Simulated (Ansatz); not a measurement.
**C2H4CuNO: basis-set convergence**

The task here is to estimate one member of a computed series from the others.

The runs use Ansatz 0.2.0, Gaussian basis; one geometry, several basis sets.

Plan: PBE0-D4/def2-SVP; ωB97M-V/def2-SVP; PBE0-D4/def2-QZVPP; ωB97M-V/def2-QZVPP; the functionals' def2-TZVPP values are taken from earlier runs.

### Structure used throughout

The geometry comes from an earlier relaxation with PBE0-D4 in a triple-zeta def2 set; it is a stationary point, not always the lowest conformer.

SMILES `CC#[N+][Cu-][OH]`, 9 atoms, charge 0, spin multiplicity 1.

Atoms are counted from 1 here; the program's logs count them from 0.

Bond lengths: C1–C2 1.443 Å, C1–H6 1.091 Å, C1–H7 1.091 Å, C1–H8 1.091 Å, C2–N3 1.147 Å, N3–Cu4 1.814 Å, Cu4–O5 1.780 Å, O5–H9 0.958 Å. Angles: C2–C1–H6 109.9°, C2–C1–H7 109.8°, C2–C1–H8 109.9°, H6–C1–H7 109.1°, H6–C1–H8 109.1°, H7–C1–H8 109.0°, C1–C2–N3 180.0°, C2–N3–Cu4 179.7°, N3–Cu4–O5 176.2°, Cu4–O5–H9 112.6°.

The first run:

The input, in.yaml:

```yaml
crystal:
  periodic: [false, false, false]
  atoms:
    - {symbol: C, position_ang: [0.418493, -2.028919, 0.840774]}
    - {symbol: C, position_ang: [0.186634, -0.718238, 0.282874]}
    - {symbol: N, position_ang: [0.003075, 0.323404, -0.161134]}
    - {symbol: Cu, position_ang: [-0.280624, 1.969399, -0.867713]}
    - {symbol: O, position_ang: [-0.450847, 3.580771, -1.605538]}
    - {symbol: H, position_ang: [1.067063, -1.951860, 1.715162]}
    - {symbol: H, position_ang: [-0.530431, -2.477722, 1.139395]}
    - {symbol: H, position_ang: [0.896724, -2.669153, 0.097462]}
    - {symbol: H, position_ang: [-1.310097, 3.972327, -1.441281]}
basis:
  gaussian: {orbitals: def2-SVP}
hamiltonian: {xc: pbe0, dispersion: d4}
output: {orbitals: {seedname: orbitals}}
```

Command:

```console
$ ansatz run in.yaml --threads 4 --pin off --events-out ev --progress --plain --max-ram 10444MiB
```

Steps of the session up to this table: PBE0-D4 in def2-SVP; ωB97M-V in def2-SVP; PBE0-D4 in def2-QZVPP; ωB97M-V in def2-QZVPP.

One of the session's tables, all rows but one given; the rest of the session is left out.

It belongs to the step «Functionals by basis». 

```
functional       basis  HOMO (eV)
   PBE0-D4    def2-SVP      -5.18
   PBE0-D4  def2-TZVPP      -5.79
   PBE0-D4  def2-QZVPP      -5.88
   ωB97M-V    def2-SVP      -7.49
   ωB97M-V  def2-TZVPP          ?
   ωB97M-V  def2-QZVPP      -8.27
```

Q: Estimate the row for ωB97M-V, def2-TZVPP from the others.

The run gave: HOMO (eV): -8.17. In the column «HOMO (eV)» it lies between ωB97M-V, def2-QZVPP (-8.27) and ωB97M-V, def2-SVP (-7.49).
